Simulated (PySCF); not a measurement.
# C2H4ClNSi: the cost of one run

Programs: PySCF 2.14.0, with density-fitted response routines of our own. Each step states its level of theory. These are calculated values for one molecule in the gas phase, unless marked as measured. Atoms are numbered from 0 throughout.

**1. The molecule as given**

9 atoms, charge 0, multiplicity 1; geometry from: GFN2-xTB.

Bonds of the start (Å): N0–C1 1.14, C1–C2 1.43, C2–Si3 1.92, Si3–Cl4 2.01, C2–H5 1.09, C2–H6 1.09, Si3–H7 1.46, Si3–H8 1.46.

**2. TDDFT and polarisability: CAM-B3LYP/def2-SVPD**

Job settings and geometry (Å):

```
{"job": {"kind": "uv", "xc": "CAM-B3LYP", "basis": "def2-SVPD", "nstates": 8, "ntriplets": 3}, "charge": 0, "multiplicity": 1}
N     -1.510998     2.126945     0.640712
C     -1.207109     1.089083     0.267882
C     -0.799963    -0.205008    -0.186531
Si     1.085118    -0.476171     0.077422
Cl     2.087322     0.810520    -1.091004
H     -1.370261    -0.956653     0.361376
H     -1.054739    -0.293520    -1.245110
H      1.373587    -1.849085    -0.328824
H      1.410604    -0.240117     1.478897
```

Level: TDDFT CAM-B3LYP/def2-SVPD, vertical, gas phase, core orbitals frozen in the response.

On the command line:

```bash
OMP_NUM_THREADS=1 python probes_run.py task.json out
```

One launch serves the whole session: the jobs run in the order shown.

**Question.** How long does this first job take on 1 thread of Intel Xeon at 2.50GHz, shared host, and how much memory does it need?

About 36 s, with a peak of 0.62 GiB.
